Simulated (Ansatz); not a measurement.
# MoRu2: the cost of one run

Program: Ansatz 0.2.0. Level of theory: DFT PBE, scalar-relativistic, plane waves, PAW. These are calculated values, not measurements.

## 1. Starting point

Symmetry: P-62m, No. 189, hexagonal system. The conventional cell has a = 4.781 Å, b = 4.781 Å, c = 4.374 Å, α = 90.00°, β = 90.00°, γ = 120.00°. Mo (site symmetry -6) is surrounded by 9 Ru at 2.71 to 2.76 Å and 3 Mo at 2.76 Å. Around Ru (site symmetry -62m) lie 6 Ru at 2.70 Å and 6 Mo at 2.76 Å. Around Ru (site symmetry m2m) lie 8 Ru at 2.70 to 2.77 Å and 4 Mo at 2.71 Å.

Structure file:

```
CELL_PARAMETERS angstrom
4.78110 0.00000 0.00000
-2.39055 4.14055 0.00000
0.00000 0.00000 4.37365
ATOMIC_POSITIONS crystal
Mo 0.66667 0.33333 0.00000
Mo 0.33333 0.66667 0.00000
Ru 0.00000 0.00000 0.00000
Ru 0.00000 0.33081 0.50000
Ru 0.66919 0.66919 0.50000
Ru 0.33081 0.00000 0.50000
```

It is the end of an earlier relaxation with the same method, from a generated guess; it needn't be the stable form of this composition. At a tolerance of 0.05 Å it has space group P-62m (No. 189); it has 14.43 Å³/atom, an uncorrected energy of +0.01 eV/atom over the elements and, on its mesh, gap none (metal).

## 2. The cell scaled to 0.97 of its volume

input.yaml

```yaml
crystal:
  lattice:
    - [4.7328017732, 0.0, 0.0]
    - [-2.3664008866, 4.0987265667, 0.0]
    - [0.0, 0.0, 4.3294708743]
  atoms:
    - { symbol: Mo, position: [0.6666666667, 0.3333333333, 0.0] }
    - { symbol: Mo, position: [0.3333333333, 0.6666666667, 0.0] }
    - { symbol: Ru, position: [0.0, 0.0, 0.0] }
    - { symbol: Ru, position: [0.0, 0.3308135, 0.5] }
    - { symbol: Ru, position: [0.6691865, 0.6691865, 0.5] }
    - { symbol: Ru, position: [0.3308135, 0.0, 0.5] }
basis:
  ecutwfc: 420
kpoints:
  mp_grid: { grid: [12, 12, 8] }
hamiltonian:
  xc: pbe
scf:
  occupations: { method: gaussian, width: 0.1 }
output:
  forces: true
  stress: true
  eigenvalues: true
relax:
  adjacent_minimum: "off"
  f_tol: 0.01
  max_steps: 30
  cell: { stress_tol: 0.1, fix: [volume] }
```

Run with:

```console
$ ansatz run input.yaml --threads 4 --pin off --max-ram 8192MiB --backend cpu --events-out ev --progress --plain --runs-dir out
```

**Question.** How long does this run take on 4 threads of Intel Xeon Platinum 8375C at 2.90GHz (Ice Lake), shared host, and how much memory does it need?

About 29 s, with a peak of 0.7 GiB.
